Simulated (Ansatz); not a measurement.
# BBrFH: interaction energy of a dimer with the counterpoise correction in Python

How strongly do two molecules of BBrFH bind, and how much of that is basis error? A script is to give the interaction energy of a dimer with the counterpoise correction; the system is BBrFH. SMILES: FBBr.

All numbers are computed with the Python package of Ansatz 0.2.0. Level of theory: B3LYP/def2-SVPD.

## 1. Starting point

Bond lengths: F1–B2 1.483 Å, B2–Br3 2.022 Å, B2–H4 1.159 Å. Angles: F1–B2–Br3 122.3°, F1–B2–H4 115.0°, Br3–B2–H4 122.7°.

No structure file is read: the coordinates are typed or built in the script.

## 2. The script

The input, dimer_bbrfh.py:

```python
import ansatz as az

BASIS = "def2-SVPD"
FUNCTIONAL = "b3lyp"

FIRST = [
    ("F", (1.2337, -0.3415, -0.8077)),
    ("B", (0.0513, -0.1447, 0.0653)),
    ("Br", (-1.213, 1.4168, -0.1659)),
    ("H", (-0.0721, -0.9305, 0.9084)),
]
SECOND = [
    ("F", (-5.1337, 1.3924, -0.5745)),
    ("B", (-4.0305, 2.3815, -0.6337)),
    ("Br", (-3.451, 3.2493, -2.3661)),
    ("H", (-3.5051, 2.5913, 0.3779)),
]

def energy(atoms, ghosts=()):
    molecule = az.Crystal.molecule()
    for symbol, xyz in atoms:
        molecule = molecule.atom(symbol, xyz)
    calc = (
        molecule.calculation()
        .basis(gaussian=BASIS)
        .functional(FUNCTIONAL)
    )
    deck = calc.input()
    if ghosts:
        deck = deck.set(az.key.basis.gaussian.ghost_atoms, [{"symbol": s, "position_ang": list(xyz)} for s, xyz in ghosts])
    return az.Session.from_dict(deck).plan().execute().report["free_energy_ev"]


def main() -> None:
    both = energy(FIRST + SECOND)
    alone = energy(FIRST) + energy(SECOND)
    ghosted = energy(FIRST, SECOND) + energy(SECOND, FIRST)
    print(f"dimer {both:.6f} eV")
    print(f"interaction, uncorrected   {(both - alone):8.3f} eV")
    print(f"interaction, counterpoise  {(both - ghosted):8.3f} eV")
    print(f"basis-set superposition    {(alone - ghosted):8.3f} eV")


if __name__ == "__main__":
    main()
```

## 3. The input behind the calls

The package turns the script's settings into the engine's input (first run):

```yaml
crystal:
  periodic: [false, false, false]
  atoms:
    - { symbol: F, position_ang: [1.2337, -0.3415, -0.8077] }
    - { symbol: B, position_ang: [0.0513, -0.1447, 0.0653] }
    - { symbol: Br, position_ang: [-1.213, 1.4168, -0.1659] }
    - { symbol: H, position_ang: [-0.0721, -0.9305, 0.9084] }
    - { symbol: F, position_ang: [-5.1337, 1.3924, -0.5745] }
    - { symbol: B, position_ang: [-4.0305, 2.3815, -0.6337] }
    - { symbol: Br, position_ang: [-3.451, 3.2493, -2.3661] }
    - { symbol: H, position_ang: [-3.5051, 2.5913, 0.3779] }
basis:
  gaussian:
    orbitals: def2-SVPD
hamiltonian:
  xc: b3lyp
```

## 4. Running it

Run with:

```sh
python dimer_bbrfh.py
```

Standard output:

```text
dimer -146894.741468 eV
interaction, uncorrected      0.195 eV
interaction, counterpoise     0.222 eV
basis-set superposition       0.028 eV
```

Run time: 38 s. Hardware: 1 thread of Arm Neoverse V1, shared host; peak memory 0.61 GiB.

## 5. What changed from run to run

The engine's inputs for some of the other runs:

Run 2, against run 1:

```diff
@@ -8,4 +7,0 @@
-    - { symbol: F, position_ang: [-5.1337, 1.3924, -0.5745] }
-    - { symbol: B, position_ang: [-4.0305, 2.3815, -0.6337] }
-    - { symbol: Br, position_ang: [-3.451, 3.2493, -2.3661] }
-    - { symbol: H, position_ang: [-3.5051, 2.5913, 0.3779] }
```

Run 4, against run 1:

```diff
@@ -8,4 +7,0 @@
-    - { symbol: F, position_ang: [-5.1337, 1.3924, -0.5745] }
-    - { symbol: B, position_ang: [-4.0305, 2.3815, -0.6337] }
-    - { symbol: Br, position_ang: [-3.451, 3.2493, -2.3661] }
-    - { symbol: H, position_ang: [-3.5051, 2.5913, 0.3779] }
@@ -14,0 +11,5 @@
+    ghost_atoms:
+      - { symbol: F, position_ang: [-5.1337, 1.3924, -0.5745] }
+      - { symbol: B, position_ang: [-4.0305, 2.3815, -0.6337] }
+      - { symbol: Br, position_ang: [-3.451, 3.2493, -2.3661] }
+      - { symbol: H, position_ang: [-3.5051, 2.5913, 0.3779] }
```

Run 5, against run 1:

```diff
@@ -4,4 +3,0 @@
-    - { symbol: F, position_ang: [1.2337, -0.3415, -0.8077] }
-    - { symbol: B, position_ang: [0.0513, -0.1447, 0.0653] }
-    - { symbol: Br, position_ang: [-1.213, 1.4168, -0.1659] }
-    - { symbol: H, position_ang: [-0.0721, -0.9305, 0.9084] }
@@ -14,0 +11,5 @@
+    ghost_atoms:
+      - { symbol: F, position_ang: [1.2337, -0.3415, -0.8077] }
+      - { symbol: B, position_ang: [0.0513, -0.1447, 0.0653] }
+      - { symbol: Br, position_ang: [-1.213, 1.4168, -0.1659] }
+      - { symbol: H, position_ang: [-0.0721, -0.9305, 0.9084] }
```

Lines on the test bed's own set-up are left out of the output.

## 6. What each run gave

One row for each of the 5 runs:

```
run     system  ghost atoms   energy (eV)  SCF cycles  CPU time (s)
  1  B2Br2F2H2      not set  -146894.7415          16            15
  2      BBrFH      not set   -73447.4681          14           2.4
  3      BBrFH      not set   -73447.4682          14           2.5
  4      BBrFH  a list of 4   -73447.4828          16           9.1
  5      BBrFH  a list of 4   -73447.4811          16           8.6
```

Totals carry meaning only in balanced differences at one level of theory.

## 7. Summary of results

| quantity | value |
| --- | --- |
| interaction energy, uncorrected | 0.195 eV |
| interaction energy, counterpoise | 0.222 eV |
| runs compared | 5 |

What this shows: The pair is unbound at this geometry and level. Uncorrected it is 0.195 eV, with the counterpoise correction 0.222 eV; the difference, 0.03 eV, is the superposition error. The pose is repulsive. Caveats:
- The dimer is a generated trial pose of unrelaxed monomers, not a minimum, so the figure is no binding energy, and the basis set is small.
- b3lyp holds the VWN-RPA fit, as in Gaussian; the form of ORCA and Turbomole is b3lyp5.
- This level lacks the dispersion part of the attraction (electrostatics and induction are there), which can decide the sign where the interaction is weak.
